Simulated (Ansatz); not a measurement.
# TiH2Cl2: geometry, orbitals and charge

What does TiH2Cl2 look like as a singlet, and where do its frontier electrons sit?

Method: RKS PBE0-D4/def2-TZVP; program: Ansatz 0.2.0, Gaussian basis.

Levels to be run: relaxation at r2SCAN-D4/def2-TZVP; a search for the lowest solution at PBE0-D4/def2-SVP; a single point at PBE0-D4/def2-TZVP.

## (1) The starting structure

5 atoms, charge 0, spin multiplicity 1.

Atoms are counted from 1 here; the program's logs count them from 0.

Bond lengths: Ti1–H2 1.632 Å, Ti1–H3 1.632 Å, Ti1–Cl4 2.149 Å, Ti1–Cl5 2.149 Å. Angles: H2–Ti1–H3 114.5°, H2–Ti1–Cl4 109.5°, H2–Ti1–Cl5 109.5°, H3–Ti1–Cl4 109.5°, H3–Ti1–Cl5 109.5°, Cl4–Ti1–Cl5 103.8°.

Formally the metal is d0. No spin-orbit coupling is included.

The start is a GFN2-xTB geometry.

## (2) Optimising with r2SCAN-D4/def2-TZVP

File in.yaml:

```yaml
crystal:
  periodic: [false, false, false]
  atoms:
    - {symbol: Ti, position_ang: [0.145180, -0.000150, 0.101750]}
    - {symbol: H, position_ang: [0.082370, -0.015860, 1.732040]}
    - {symbol: H, position_ang: [1.655290, 0.009110, -0.516340]}
    - {symbol: Cl, position_ang: [-0.946190, 1.694190, -0.643320]}
    - {symbol: Cl, position_ang: [-0.936670, -1.687290, -0.674130]}
basis:
  gaussian: {orbitals: def2-TZVP}
hamiltonian: {xc: r2scan, dispersion: d4}
scf: {lower_state_search: "off"}
output: {orbitals: {seedname: orbitals}}
relax: {f_tol: 0.02, max_steps: 100}
```

Launch:

```sh
$ ansatz run in.yaml --threads 4 --pin off --events-out ev --progress --plain --max-ram 3916MiB
```

After this run come: Searching for the lowest solution, PBE0-D4/def2-SVP; Single point, PBE0-D4/def2-TZVP.

Before running them: what should the planned runs give, taken together? Wanted: point group; near neighbours of the metal; HOMO, LUMO at PBE0-D4/def2-TZVP; charge on the metal; dipole at r2SCAN-D4/def2-TZVP.

**Answer**, as computed:

| quantity | value |
| --- | --- |
| point group | C2v |
| near neighbours of the metal | H 1.69, H 1.69, Cl 2.17, Cl 2.17 Å |
| HOMO, LUMO at PBE0-D4/def2-TZVP | -9.32, -3.41 eV |
| charge on the metal (Mulliken, PBE0-D4/def2-TZVP) | +0.83 e |
| dipole at r2SCAN-D4/def2-TZVP | 0.20 D |

What this shows: The molecule keeps its bonding pattern by the stored test; the atoms moved 0.13 Å (rms), and the angle Cl4–Ti1–Cl5 went from 104° to 118°. The metal has 4 near neighbours by the distance rule, from 1.69 to 2.17 Å. The Mulliken charge of the metal, +0.83 e, depends on the basis and isn't its oxidation state. No usable vibrations, so a minimum isn't proven. The HOMO lies nearest to H2, H3 about 35 % each; Ti1 27 % and the LUMO to Ti1 76 %; H2, H3 about 8 % each. Whether this spin is the lowest isn't tested here.
